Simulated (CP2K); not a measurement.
# CH3FInO (SMILES C[O][In][F]), run twice

Wanted: energy and forces of CH3FInO, GFN1-xTB.

Program for the calculation: CP2K 2026.2.

2 further runs of the same task are left out: 2 set aside as unsound or not needed.

**1. The structure to begin with**

The species is CH3FInO (7 atoms), meant as a doublet with charge 0. As SMILES, `C[O][In][F]`. The shape is that of a PBE0-D4/def2-TZVP optimisation. This is one conformer, not always the lowest.

Bond lengths: C1–O2 1.411 Å, O2–In3 2.011 Å, In3–F4 1.974 Å, C1–H5 1.097 Å, C1–H6 1.096 Å, C1–H7 1.096 Å. Angles: C1–O2–In3 118.1°, O2–In3–F4 112.2°, O2–C1–H5 113.9°, O2–C1–H6 109.5°, O2–C1–H7 109.6°, H5–C1–H6 107.6°, H5–C1–H7 107.6°, H6–C1–H7 108.5°.

**2. First attempt**

job.inp reads:

```
&GLOBAL
    PROJECT_NAME job
    RUN_TYPE ENERGY_FORCE
    PRINT_LEVEL MEDIUM
&END GLOBAL
&FORCE_EVAL
    METHOD QS
    &DFT
        CHARGE 0
        MULTIPLICITY 1
        # Quickstep
        &QS
            METHOD XTB
            EPS_DEFAULT 1.0E-10
            &XTB
                GFN_TYPE TBLITE
                &TBLITE
                    METHOD GFN1
                &END TBLITE
                CHECK_ATOMIC_CHARGES F
            &END XTB
        &END QS
        # cluster boundary conditions
        &POISSON
            PERIODIC NONE
            POISSON_SOLVER ANALYTIC
        &END POISSON
        # SCF settings
        &SCF
            SCF_GUESS ATOMIC
            EPS_SCF 1.0E-07
            MAX_SCF 150
            ADDED_MOS 8
            &DIAGONALIZATION
                ALGORITHM STANDARD
            &END DIAGONALIZATION
            &MIXING
                METHOD DIRECT_P_MIXING
                ALPHA 0.4
            &END MIXING
            &SMEAR ON
                METHOD FERMI_DIRAC
                ELECTRONIC_TEMPERATURE [K] 300
            &END SMEAR
        &END SCF
        &PRINT
            &MOMENTS
                PERIODIC F
                REFERENCE COM
                MAX_MOMENT 1
            &END MOMENTS
            &MO ON
                ENERGIES T
                OCCUPATION_NUMBERS T
                NDIGITS 6
                &EACH
                    QS_SCF 0
                &END EACH
                ADD_LAST NUMERIC
            &END MO
            &HIRSHFELD OFF
            &END HIRSHFELD
        &END PRINT
    &END DFT
    &SUBSYS
        # box in angstrom
        &CELL
            ABC [angstrom] 17.8 20.1 18.2
            PERIODIC NONE
        &END CELL
        &COORD
            SCALED T
            C    0.49506461   0.55983582   0.49810165
            O    0.47275000   0.52193532   0.55960165
            In   0.44835674   0.42525871   0.54408516
            F    0.45971067   0.39832836   0.44039835
            H    0.49611517   0.53166169   0.44648626
            H    0.45627809   0.60167164   0.49075549
            H    0.55164326   0.57971642   0.50724451
        &END COORD
    &END SUBSYS
    &PRINT
        &FORCES ON
        &END FORCES
    &END PRINT
&END FORCE_EVAL
```

Started as:

```bash
$ OMP_NUM_THREADS=1 cp2k.psmp job.inp > job.out
```

Output:

```text
CP2K| version string:                                       CP2K version 2026.2
[...]
 GLOBAL| Method name                                                        CP2K
[...]
 GLOBAL| Run type                                                   ENERGY_FORCE
[...]
                             - Atoms:                                          7
[...]
                             - Spherical basis functions:                     27
[...]
 Number of electrons:                                                         23
[...]
  *** SCF run converged in    15 steps ***
[...]
  Fermi energy:                                                -0.39710887135263
[...]
 TB_DIPOLE| Moment [Debye]         -0.24358607      -0.04277815       1.33587762
 TB_DIPOLE| Derivative [a.u.]       0.00000000       0.00000000       0.00000000
[...]
 ENERGY| Total FORCE_EVAL ( QS ) energy [hartree]            -15.088294708584336
 FORCES| Atomic forces [hartree/bohr]
 FORCES|   Atom     x               y               z               |f|
 FORCES|      1 -2.01288720E-03  8.98495040E-04  1.30795633E-02   1.32640108E-02
 FORCES|      2  1.17236482E-02  3.83898421E-02 -1.20129580E-02   4.18991057E-02
 FORCES|      3 -1.36811528E-02 -3.71632661E-02  2.46599994E-02   4.66518795E-02
 FORCES|      4  3.79800183E-03 -8.21687451E-04 -2.24046897E-02   2.27391757E-02
 FORCES|      5 -3.28213795E-04 -1.74259014E-03 -1.06715940E-03   2.06958302E-03
 FORCES|      6 -1.82133113E-03  7.34478823E-04 -1.49884699E-03   2.47047536E-03
 FORCES|      7  2.32193494E-03 -2.95272296E-04 -7.55908603E-04   2.45966774E-03
 FORCES| Sum     2.55871713E-17  4.75964754E-17  2.87313576E-17
 FORCES| Total atomic force                                       6.12014600E-17
[...]
```

It took 0.26 s on 1 thread of Arm Neoverse V1, shared host.

**3. Reading the log**

The run finished; that doesn't make the result usable.

The fault: the electron count doesn't fit the spin or reference typed: an even count needs an odd multiplicity, an odd count an even one. To mend it: reference UKS in place of RKS.

**4. Second attempt**

calc.inp reads:

```
&GLOBAL
 PROJECT_NAME calc
 RUN_TYPE ENERGY_FORCE
 PRINT_LEVEL MEDIUM
&END GLOBAL
&FORCE_EVAL
 METHOD QUICKSTEP
 &DFT
  MULTIPLICITY 2
  UNRESTRICTED_KOHN_SHAM T
  &QS
   METHOD XTB
   EPS_DEFAULT 1.0E-10
   &XTB
    GFN_TYPE TBLITE
    &TBLITE
     METHOD GFN1
    &END TBLITE
    CHECK_ATOMIC_CHARGES F
   &END XTB
  &END QS
  &POISSON
   PERIODIC NONE
   POISSON_SOLVER ANALYTIC
  &END POISSON
  &SCF
   SCF_GUESS ATOMIC
   EPS_SCF 1.0E-07
   MAX_SCF 150
   ADDED_MOS 8
   &DIAGONALIZATION
    ALGORITHM STANDARD
   &END DIAGONALIZATION
   &MIXING
    METHOD DIRECT_P_MIXING
    ALPHA 0.4
   &END MIXING
   &SMEAR ON
    METHOD FERMI_DIRAC
    ELECTRONIC_TEMPERATURE [K] 300
   &END SMEAR
  &END SCF
  &PRINT
   &MOMENTS
    PERIODIC F
    REFERENCE COM
    MAX_MOMENT 1
   &END MOMENTS
   &MO ON
    ENERGIES T
    OCCUPATION_NUMBERS T
    NDIGITS 6
    &EACH
     QS_SCF 0
    &END EACH
    ADD_LAST NUMERIC
   &END MO
   &HIRSHFELD OFF
   &END HIRSHFELD
  &END PRINT
 &END DFT
 &SUBSYS
  &CELL
   ABC 17.8 20.1 18.2
   PERIODIC NONE
  &END CELL
  &COORD
   SCALED T
   C    0.49506461   0.55983582   0.49810165
   O    0.47275000   0.52193532   0.55960165
   In   0.44835674   0.42525871   0.54408516
   F    0.45971067   0.39832836   0.44039835
   H    0.49611517   0.53166169   0.44648626
   H    0.45627809   0.60167164   0.49075549
   H    0.55164326   0.57971642   0.50724451
  &END COORD
 &END SUBSYS
 &PRINT
  &FORCES ON
  &END FORCES
 &END PRINT
&END FORCE_EVAL
```

Started as:

```bash
$ OMP_NUM_THREADS=1 cp2k.psmp calc.inp > calc.out
```

Output:

```text
CP2K| version string:                                       CP2K version 2026.2
[...]
 GLOBAL| Method name                                                        CP2K
[...]
 GLOBAL| Run type                                                   ENERGY_FORCE
[...]
                             - Atoms:                                          7
[...]
                             - Spherical basis functions:                     27
[...]
 Number of electrons:                                                         12
[...]
  *** SCF run converged in    16 steps ***
[...]
  Fermi energy:                                                -0.39768083097160
[...]
 TB_DIPOLE| Moment [Debye]         -0.24837941      -0.06475129       1.33228353
 TB_DIPOLE| Derivative [a.u.]       0.00000000       0.00000000       0.00000000
[...]
 ENERGY| Total FORCE_EVAL ( QS ) energy [hartree]            -15.090707261185013
 FORCES| Atomic forces [hartree/bohr]
 FORCES|   Atom     x               y               z               |f|
 FORCES|      1 -1.76003510E-03  1.20186207E-03  1.20673310E-02   1.22540880E-02
 FORCES|      2  1.15982098E-02  3.87253004E-02 -1.08836792E-02   4.18643265E-02
 FORCES|      3 -1.37844095E-02 -3.74790211E-02  2.48122579E-02   4.70142011E-02
 FORCES|      4  3.83054194E-03 -1.09911297E-03 -2.29781437E-02   2.33211533E-02
 FORCES|      5 -3.99007149E-04 -1.89800817E-03 -8.74898519E-04   2.12769573E-03
 FORCES|      6 -1.68718962E-03  7.56482930E-04 -1.41966302E-03   2.33116244E-03
 FORCES|      7  2.20188967E-03 -2.07503182E-04 -7.23204423E-04   2.32688640E-03
 FORCES| Sum     6.24500451E-17 -4.56449115E-17 -4.58617519E-17
 FORCES| Total atomic force                                       8.99264498E-17
[...]
```

Run time: 0.28 s. Hardware: 1 thread of Arm Neoverse V1, shared host.

**5. Results**

At GFN1-xTB:

| quantity | value |
| --- | --- |
| total energy | -15.09071 Eh |
| dipole moment (from atomic charges alone) | 1.36 D |
| HOMO energy (highest over α and β) | -11.02 eV |
| LUMO energy (lowest over α and β) | -10.62 eV |
| largest force on an atom | 2.418 eV/Å |

What this shows: The dipole comes from point charges on the atoms alone, without atomic dipoles, so it is partial. The largest force is 2.42 eV/Å: the shape isn't a stationary point for this species at this level.
